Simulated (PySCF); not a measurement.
# C₃H₆BBrSi: NMR shifts at several levels of theory, part 2 of 2

PySCF 2.14.0. Atoms count from 0. Earlier steps stand in the parts before.

**9. Shielding tensors: LC-wPBE/pcSseg-1**

The job: settings as JSON, then the geometry in Å.

```
{"job": {"kind": "nmr", "xc": "LC-wPBE", "basis": "pcSseg-1", "pop": false}, "charge": 0, "multiplicity": 1}
C     -3.648394     0.015758    -0.051232
C     -2.603903    -0.188658    -0.644140
B     -1.290159    -0.443024    -1.364104
Br    -1.185609     0.084718    -3.211984
C     -0.044145    -1.027047    -0.656749
Si     0.939256     0.382648     0.153550
H     -4.572265     0.196976     0.468992
H     -0.326686    -1.705562     0.164593
H      0.644041    -1.532942    -1.351469
H      0.081724     1.110022     1.135760
H      1.415000     1.342352    -0.885887
H      2.119384    -0.190258     0.869552
```

Level: GIAO LC-wPBE/pcSseg-1 NMR shielding, non-relativistic, gas phase.

Output:

```text
coarse grid: 49296 points
cycle   1  E = -3005.5008792005  dE = -5.918e-01  |g| = 8.313e-01  |ddm| = 3.227e+00
cycle   2  E = -3005.5460641465  dE = -4.518e-02  |g| = 3.761e-01  |ddm| = 6.551e-01
cycle   3  E = -3005.5580801439  dE = -1.202e-02  |g| = 7.173e-02  |ddm| = 2.296e-01
cycle   4  E = -3005.5587885335  dE = -7.084e-04  |g| = 2.503e-02  |ddm| = 8.664e-02
cycle   5  E = -3005.5589243786  dE = -1.358e-04  |g| = 1.123e-02  |ddm| = 3.165e-02
cycle   6  E = -3005.5589629596  dE = -3.858e-05  |g| = 2.552e-03  |ddm| = 1.738e-02
cycle   7  E = -3005.5589645629  dE = -1.603e-06  |g| = 6.495e-04  |ddm| = 3.848e-03
final grid: 102064 points
cycle   8  E = -3005.5589312168  dE = -3.089e-07  |g| = 3.896e-04  |ddm| = 1.977e-03
cycle   9  E = -3005.5589312780  dE = -6.124e-08  |g| = 2.781e-04  |ddm| = 8.022e-04
cycle  10  E = -3005.5589313003  dE = -2.224e-08  |g| = 8.182e-05  |ddm| = 2.514e-04
cycle  11  E = -3005.5589313101  dE = -9.769e-09  |g| = 3.531e-05  |ddm| = 2.699e-04
cycle  12  E = -3005.5589313111  dE = -1.009e-09  |g| = 1.135e-05  |ddm| = 7.044e-05
cycle  13  E = -3005.5589313112  dE = -1.492e-10  |g| = 7.020e-06  |ddm| = 3.241e-05
converged SCF energy = -3005.5589313112

GIAO shielding tensors (ppm)
atom      isotropic    diamagn.    paramagn.     s11        s22        s33       span
  0 C       61.316     260.804    -199.488      1.912     18.627    163.409    161.498
  1 C       96.672     258.583    -161.911    -19.185     -4.487    313.688    332.873
  2 B       34.470     189.967    -155.496    -34.865     26.467    111.810    146.675
  3 Br    2117.770    3122.469   -1004.700   1382.632   2381.273   2589.404   1206.772
  4 C      168.349     259.022     -90.673    137.872    170.028    197.147     59.275
  5 Si     422.717     879.693    -456.976    394.573    408.363    465.215     70.642
  6 H       27.121      31.310      -4.189     23.818     24.295     33.251      9.433
  7 H       29.809      31.811      -2.002     26.054     27.707     35.665      9.611
  8 H       29.825      30.428      -0.602     25.404     29.427     34.645      9.241
  9 H       27.332      29.760      -2.428     23.674     26.272     32.051      8.376
 10 H       27.410      28.952      -1.541     23.433     26.994     31.804      8.372
 11 H       27.261      28.707      -1.446     24.099     24.625     33.059      8.960
```

It took 30 s on 1 thread of Arm Neoverse V2, shared host; peak memory 0.87 GiB.

In short: δ C0 127.2, C1 91.9, C4 20.2, B2 66.7, H6 4.20, H9 3.99 ppm (means over like atoms).

**10. NMR shieldings: PBE0/6-31G**

Same as in step 9 but for these lines:

```diff
@@ -1,2 +1,2 @@
-{"job": {"kind": "nmr", "xc": "LC-wPBE", "basis": "pcSseg-1", "pop": false}, "charge": 0, "multiplicity": 1}
+{"job": {"kind": "nmr", "xc": "PBE0", "basis": "6-31G", "pop": true}, "charge": 0, "multiplicity": 1}
 C     -3.648394     0.015758    -0.051232
```

With the program's defaults for keys left out, this is: GIAO PBE0/6-31G NMR shielding, non-relativistic, gas phase.

Output:

```text
coarse grid: 49296 points
cycle   1  E = -3005.3081912949  dE = -5.697e-01  |g| = 3.983e-01  |ddm| = 3.391e+00
cycle   2  E = -3005.3044638581  dE =  3.727e-03  |g| = 4.210e-01  |ddm| = 9.493e-01
cycle   3  E = -3005.3446682506  dE = -4.020e-02  |g| = 1.419e-01  |ddm| = 4.712e-01
cycle   4  E = -3005.3498879462  dE = -5.220e-03  |g| = 2.831e-02  |ddm| = 1.604e-01
cycle   5  E = -3005.3500891942  dE = -2.012e-04  |g| = 8.657e-03  |ddm| = 4.038e-02
cycle   6  E = -3005.3501111984  dE = -2.200e-05  |g| = 1.430e-03  |ddm| = 1.195e-02
cycle   7  E = -3005.3501117354  dE = -5.370e-07  |g| = 3.963e-04  |ddm| = 2.471e-03
final grid: 102064 points
cycle   8  E = -3005.3500893726  dE =  3.410e-09  |g| = 4.788e-04  |ddm| = 2.068e-03
cycle   9  E = -3005.3500893115  dE =  6.113e-08  |g| = 6.616e-04  |ddm| = 2.149e-03
cycle  10  E = -3005.3500894446  dE = -1.330e-07  |g| = 1.636e-04  |ddm| = 1.210e-03
cycle  11  E = -3005.3500894514  dE = -6.878e-09  |g| = 2.122e-05  |ddm| = 1.469e-04
cycle  12  E = -3005.3500894516  dE = -1.114e-10  |g| = 2.220e-06  |ddm| = 2.753e-05
converged SCF energy = -3005.3500894516

GIAO shielding tensors (ppm)
atom      isotropic    diamagn.    paramagn.     s11        s22        s33       span
  0 C       86.902     278.186    -191.284     39.869     53.544    167.294    127.425
  1 C      113.476     256.836    -143.360     17.394     23.565    299.470    282.076
  2 B       55.316     200.100    -144.784     -0.679     49.398    117.228    117.908
  3 Br    2216.885    3114.800    -897.916   1599.455   2392.325   2658.874   1059.418
  4 C      179.651     254.882     -75.231    151.737    182.164    205.052     53.316
  5 Si     487.569     882.866    -395.297    457.451    476.256    529.000     71.550
  6 H       28.248      29.160      -0.912     25.433     25.906     33.406      7.974
  7 H       31.024      32.224      -1.199     26.660     28.933     37.480     10.821
  8 H       31.198      30.996       0.202     26.540     30.135     36.919     10.378
  9 H       28.861      31.289      -2.428     24.905     27.766     33.913      9.008
 10 H       28.926      30.023      -1.097     24.799     28.366     33.612      8.813
 11 H       28.751      30.135      -1.384     25.465     26.021     34.767      9.302
```

Wall time 9.7 s (1 thread of Arm Neoverse V2, shared host); peak memory 0.53 GiB.

In short: δ C0 112.6, C1 86.1, C4 19.9, B2 57.8, H6 4.36, H9 3.77 ppm (means over like atoms).

**11. NMR shieldings: PBE0/STO-3G**

Same as in step 10 but for these lines:

```diff
@@ -1,2 +1,2 @@
-{"job": {"kind": "nmr", "xc": "PBE0", "basis": "6-31G", "pop": true}, "charge": 0, "multiplicity": 1}
+{"job": {"kind": "nmr", "xc": "PBE0", "basis": "STO-3G", "pop": true}, "charge": 0, "multiplicity": 1}
 C     -3.648394     0.015758    -0.051232
```

With the program's defaults for keys left out, this is: GIAO PBE0/STO-3G NMR shielding, non-relativistic, gas phase.

Output:

```text
coarse grid: 49296 points
cycle   1  E = -2972.5789353332  dE = -3.144e+00  |g| = 4.717e-01  |ddm| = 4.402e+00
cycle   2  E = -2972.5004287399  dE =  7.851e-02  |g| = 7.413e-01  |ddm| = 1.905e+00
cycle   3  E = -2972.6781121251  dE = -1.777e-01  |g| = 1.819e-01  |ddm| = 1.051e+00
cycle   4  E = -2972.6867073635  dE = -8.595e-03  |g| = 5.414e-02  |ddm| = 2.523e-01
cycle   5  E = -2972.6876600784  dE = -9.527e-04  |g| = 9.091e-03  |ddm| = 7.894e-02
cycle   6  E = -2972.6876889820  dE = -2.890e-05  |g| = 2.911e-03  |ddm| = 1.749e-02
cycle   7  E = -2972.6876920852  dE = -3.103e-06  |g| = 4.343e-04  |ddm| = 4.997e-03
final grid: 102064 points
cycle   8  E = -2972.6876110200  dE = -3.816e-08  |g| = 3.758e-04  |ddm| = 1.296e-03
cycle   9  E = -2972.6876110162  dE =  3.799e-09  |g| = 4.114e-04  |ddm| = 1.029e-03
cycle  10  E = -2972.6876110608  dE = -4.463e-08  |g| = 1.617e-04  |ddm| = 5.642e-04
cycle  11  E = -2972.6876110681  dE = -7.294e-09  |g| = 1.316e-05  |ddm| = 1.654e-04
cycle  12  E = -2972.6876110682  dE = -7.822e-11  |g| = 1.622e-06  |ddm| = 2.031e-05
converged SCF energy = -2972.6876110682

GIAO shielding tensors (ppm)
atom      isotropic    diamagn.    paramagn.     s11        s22        s33       span
  0 C      129.652     264.429    -134.777    106.642    112.453    169.862     63.221
  1 C      164.661     263.593     -98.932     96.950     99.791    297.241    200.291
  2 B       62.339     198.678    -136.339     -1.357     53.873    134.501    135.857
  3 Br    2631.360    3095.417    -464.057   2245.903   2492.127   3156.049    910.147
  4 C      223.629     247.096     -23.467    203.832    224.007    243.047     39.216
  5 Si     580.011     870.349    -290.338    554.051    563.632    622.350     68.298
  6 H       27.788      30.223      -2.435     24.717     25.327     33.321      8.603
  7 H       31.461      32.008      -0.547     26.672     28.536     39.175     12.503
  8 H       31.387      30.599       0.789     26.298     29.608     38.256     11.958
  9 H       30.895      33.817      -2.922     26.676     29.265     36.744     10.068
 10 H       30.964      32.166      -1.202     26.407     29.953     36.532     10.125
 11 H       30.647      31.602      -0.955     27.029     27.566     37.346     10.317
```

Wall time 5 s (1 thread of Arm Neoverse V2, shared host); peak memory 0.39 GiB.

Key values: δ C0 105.0, C1 70.0, C4 11.1, B2 66.4, H6 4.82, H9 1.77 ppm (means over like atoms).

**12. Comparing the runs: NMR shifts**

Shifts (ppm) of some atoms, chosen among heavy atoms and hydrogens apart, means over like atoms, with basis size and wall time:

```tsv
run	C0	C1	C4	H6	H9	Br3	Si5	functions	time
PBE0/pcSseg-1	121.5	93.1	22.5	4.24	4.07	535	-64.3	163	16 s
mPW1PW91/pcSseg-1	121.2	92.5	22.3	4.23	4.03	523	-63.1	163	16 s
WP04/pcSseg-1	112.8	86.8	20.8	3.89	3.45	429	-57.6	163	16 s
B97-2/pcSseg-1	116.9	90.2	21.4	4.17	3.98	503	-62.2	163	16 s
BHandHLYP/pcSseg-1	123.3	88.5	20.5	4.33	3.90	436	-63.0	163	17 s
CAM-B3LYP/pcSseg-1	122.5	91.9	21.7	4.16	3.98	498	-66.5	163	25 s
wB97X-D/pcSseg-1	121.6	90.5	20.4	4.18	4.04	468	-63.9	163	25 s
LC-wPBE/pcSseg-1	127.2	91.9	20.2	4.20	3.99	468	-64.2	163	30 s
PBE0/6-31G	112.6	86.1	19.9	4.36	3.77	368	-42.8	88	9.7 s
PBE0/STO-3G	105.0	70.0	11.1	4.82	1.77	209	-62.4	53	5 s
```

**13. What came out**

The summary covers parts 1 to 2.

```
                                                              quantity                                             value
                                ¹³C shifts against TMS (PBE0/pcSseg-1)                             121.5, 93.1, 22.5 ppm
¹H shifts against TMS (PBE0/pcSseg-1, means over atoms taken as alike)                              4.24, 4.07, 1.65 ppm
                           ¹¹B shifts against BF3·OEt2 (PBE0/pcSseg-1)                                          62.2 ppm
                               ⁷⁹Br shifts against HBr (PBE0/pcSseg-1)                                           535 ppm
                               ²⁹Si shifts against TMS (PBE0/pcSseg-1)                                         -64.3 ppm
                       range of the shift of Br3 (minimal bases aside)                                    368 to 535 ppm
                                         property runs in this session  10, of which 0 failed and 1 gave unsound results
```

**Reading.** Single values in the summary come from the first sound run of each kind (PBE0/pcSseg-1), which need not be the best level. At PBE0/pcSseg-1: The widest tensor belongs to Br3: span 1241 ppm, with a paramagnetic part of -1073 ppm. Leaving out the minimal-basis runs, which are unusable for shieldings: Across the 9 runs the shift of Br3 moves most, between 368 (PBE0/6-31G) and 535 ppm (PBE0/pcSseg-1). Spin-orbit coupling is left out, which matters for shieldings and couplings at and beside the heavy atoms.
